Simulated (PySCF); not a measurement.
# C₂H₂BF₂ radical: geometry, EPR parameters

Aim: predict the EPR parameters of C₂H₂BF₂ radical (`C=[C]B(F)F`).

The runs use PySCF 2.14.0, with density-fitted response routines of our own; the level of theory stands in each step. All values are computed, except where a source is named. Atoms are numbered from 0 throughout.

## 1. Starting geometry

7 atoms, charge 0, multiplicity 2; geometry from: GFN2-xTB.

Bonds of the start (Å): C0–C1 1.28, C1–B2 1.48, B2–F3 1.33, B2–F4 1.33, C0–H5 1.09, C0–H6 1.09.

## 2. Geometry optimisation at PBE0-D3(BJ)/def2-SVP

The job: settings as JSON, then the geometry in Å.

```
{"job": {"xc": "PBE0", "basis": "def2-SVP", "d3": "d3bj", "grid": 1, "kind": "geom"}, "charge": 0, "multiplicity": 2}
C     -1.310010    -0.474800     0.294660
C     -0.113930    -0.037960     0.135220
B      1.270520     0.463730    -0.048100
F      1.740410     1.528610     0.596890
F      2.143390    -0.115760    -0.868730
H     -1.576430    -1.210730     1.046620
H     -2.147290    -0.143280    -0.311130
```

**Question.** This job is followed by: UKS B3LYP, IGLO-III on B C F, pcH-1 on H, non-relativistic, mean-field spin-orbit, GIAO. Predict these results of the whole session: point group; rotational constants (main isotopes); g(iso) (B3LYP); ⟨S²⟩; largest a(iso) (averaged by class).

The runs gave:

```
                            quantity                    value
                         point group                      C2v
rotational constants (main isotopes)    10.04, 3.34, 2.55 GHz
                      g(iso) (B3LYP)                  2.00267
                                ⟨S²⟩       0.757 (exact 0.75)
  largest a(iso) (averaged by class)  1H on H5, H6, 164.9 MHz
```

What this shows: Over 4 steps the energy fell by 0.042 eV; of the close pairs, C1–B2 changed most, 1.484 to 1.510 Å. Most of the unpaired spin sits on C1 (0.84 e). The isotropic g lies 0.3 ppt above the free-electron value.
